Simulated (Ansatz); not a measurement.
# ScCdC4N4: the cost of one run

Computed with Ansatz 0.2.0 (DFT PBE, scalar-relativistic, plane waves, PAW, unless a step's input says otherwise).

### 1 The structure to begin with

It takes space group P-43m (No. 215, cubic). The conventional cell has a = 6.108 Å, b = 6.108 Å, c = 6.108 Å, α = 90.00°, β = 90.00°, γ = 90.00°. Sc (site symmetry -43m) is surrounded by 4 C at 2.02 Å. Around Cd (site symmetry -43m) lie 4 N at 2.10 Å. C (site symmetry 3m) is surrounded by 1 N at 1.17 Å and 1 Sc at 2.02 Å. N (site symmetry 3m) has 1 C at 1.17 Å in its first shell of neighbours.

As a file:

```cif
data_structure
_symmetry_space_group_name_H-M 'P 1'
_symmetry_Int_Tables_number 1
_cell_length_a 6.1078
_cell_length_b 6.1078
_cell_length_c 6.1078
_cell_angle_alpha 90.000
_cell_angle_beta 90.000
_cell_angle_gamma 90.000
_cell_volume 227.85
loop_
_atom_site_label
_atom_site_type_symbol
_atom_site_fract_x
_atom_site_fract_y
_atom_site_fract_z
_atom_site_occupancy
Sc1 Sc 0.00000 0.00000 0.00000 1
Cd1 Cd 0.50000 0.50000 0.50000 1
C1 C 0.19113 0.19113 0.19113 1
C2 C 0.19113 0.80887 0.80887 1
C3 C 0.80887 0.19113 0.80887 1
C4 C 0.80887 0.80887 0.19113 1
N1 N 0.30173 0.30173 0.30173 1
N2 N 0.30173 0.69827 0.69827 1
N3 N 0.69827 0.30173 0.69827 1
N4 N 0.69827 0.69827 0.30173 1
```

A structure generator made this guess: two interpenetrating cyanide-bridged diamond nets (P-43m, No. 215). Lengths come from tabulated atomic sizes and are only a guess.

### 2 Probe: one point on a coarse mesh

File input.yaml:

```yaml
crystal:
  lattice:
    - [6.1077885, 0.0, 0.0]
    - [0.0, 6.1077885, 0.0]
    - [0.0, 0.0, 6.1077885]
  atoms:
    - { symbol: Sc, position: [0.0, 0.0, 0.0] }
    - { symbol: Cd, position: [0.5, 0.5, 0.5] }
    - { symbol: C, position: [0.19113338, 0.19113338, 0.19113338] }
    - { symbol: C, position: [0.19113338, 0.80886662, 0.80886662] }
    - { symbol: C, position: [0.80886662, 0.19113338, 0.80886662] }
    - { symbol: C, position: [0.80886662, 0.80886662, 0.19113338] }
    - { symbol: "N", position: [0.30172984, 0.30172984, 0.30172984] }
    - { symbol: "N", position: [0.30172984, 0.69827016, 0.69827016] }
    - { symbol: "N", position: [0.69827016, 0.30172984, 0.69827016] }
    - { symbol: "N", position: [0.69827016, 0.69827016, 0.30172984] }
basis:
  ecutwfc: 420
kpoints:
  mp_grid: { grid: [4, 4, 4] }
hamiltonian:
  xc: pbe
scf:
  occupations: { method: gaussian, width: 0.1 }
  lower_state_search: "off"
output:
  forces: true
  stress: true
  eigenvalues: true
```

Command:

```sh
$ ansatz run input.yaml --threads 1 --pin off --max-ram 2560MiB --backend cpu --events-out ev --progress --plain --runs-dir out
```

What time and memory should one allow on 1 thread of Intel Xeon 6975P-C (Granite Rapids), shared host?

About 4.8 s, with a peak of 0.51 GiB.
